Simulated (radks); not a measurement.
**Br in [Ar] 3d10 4s2 4p5: an all-electron calculation**

An exercise on one series of results from a longer session: the logs are not shown, and one member is left open.

The numbers are computed with radks (a radial shooting solver on a logarithmic mesh, Libxc functionals) version 1 (scalar-relativistic Kohn-Sham, SOGGA, spin-unpolarised, spherical densities, finite nucleus), except any that are marked as measured or tabulated.

**Starting point**

```
element            : bromine (Z = 35)
charge             : 0
electrons          : 35
configuration      : [Ar] 3d10 4s2 4p5
nuclear rms radius : 4.1629 fm
```

Outer shells as boxes (Hund's rule):

Br
```
[Ar] core
3d [↑↓][↑↓][↑↓][↑↓][↑↓]
4s [↑↓]
4p [↑↓][↑↓][↑ ]
```

The first run:

The run's settings:

```text
Z 35
configuration [Ar] 3d10 4s2 4p5
relativity scalar-relativistic
functional sogga,pbe
spin unpolarised
nucleus finite rms 4.1629 fm
c 137.035999084
```

Launch:

```console
python run_ks.py task.json out
```

The same process makes all the runs of this session.

One of the session's tables, all rows but one given; the rest of the session is left out.

It belongs to the step «Shells». Sizes of the orbitals, from the radial functions (bohr):

```
level      <r>  outermost maximum (interpolated)  90 % within  nodes
   1s  0.04277                            0.0279       0.0765      0
   2s   0.1897                             0.159        0.293      1
   2p   0.1655                             0.127        0.270      0
   3s   0.5518                             0.484        0.822      2
   3p        ?                                 ?            ?      ?
   3d   0.5906                             0.431        0.974      0
   4s    1.676                              1.42         2.50      3
   4p    2.103                              1.67         3.26      2
```

Estimate the missing values for 3p.

The run gave: <r>: 0.5644; outermost maximum (interpolated): 0.481; 90 % within: 0.862; nodes: 1. In the column «<r>» it lies between 3s (0.5518) and 3d (0.5906).

Caveats from the session: Spin polarisation and multiplet splitting are left out.
